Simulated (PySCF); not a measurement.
SiSeH4, in a box:

```
CELL_PARAMETERS angstrom
12.00000 0.00000 0.00000
0.00000 12.00000 0.00000
0.00000 0.00000 13.00000
ATOMIC_POSITIONS crystal
Si 0.51014 0.50093 0.46174
Se 0.60542 0.49946 0.61339
H 0.39674 0.54832 0.47450
H 0.50246 0.38217 0.43106
H 0.57052 0.56529 0.38176
H 0.60142 0.62133 0.62347
```

Base run:

```yaml
Program: PySCF 2.14.0
Functional: r2SCAN
Potentials_or_basis: 6-31g* (all-electron)
k_mesh: 1 × 1 × 1
Occupations: fixed
Spin: no spin polarisation
```

Its results: gap between the frontier levels 5.58 eV.

Question: After a change of settings the same cell gave: gap between the frontier levels 5.27 eV. Which change was it?
A. functional from r2SCAN to TM
B. functional from r2SCAN to HSE06; dispersion from none to D3(BJ)
C. functional from r2SCAN to MN15-L

Answer: A.

Caveats: this is a molecule in a periodic box at the Γ point, so its band gap is the HOMO-LUMO gap; relativity is left out, which matters for the heavier elements; the basis of atomic orbitals isn't converged, which shifts pressures, moduli and gaps.

Runs at the PBE level aren't shown here.
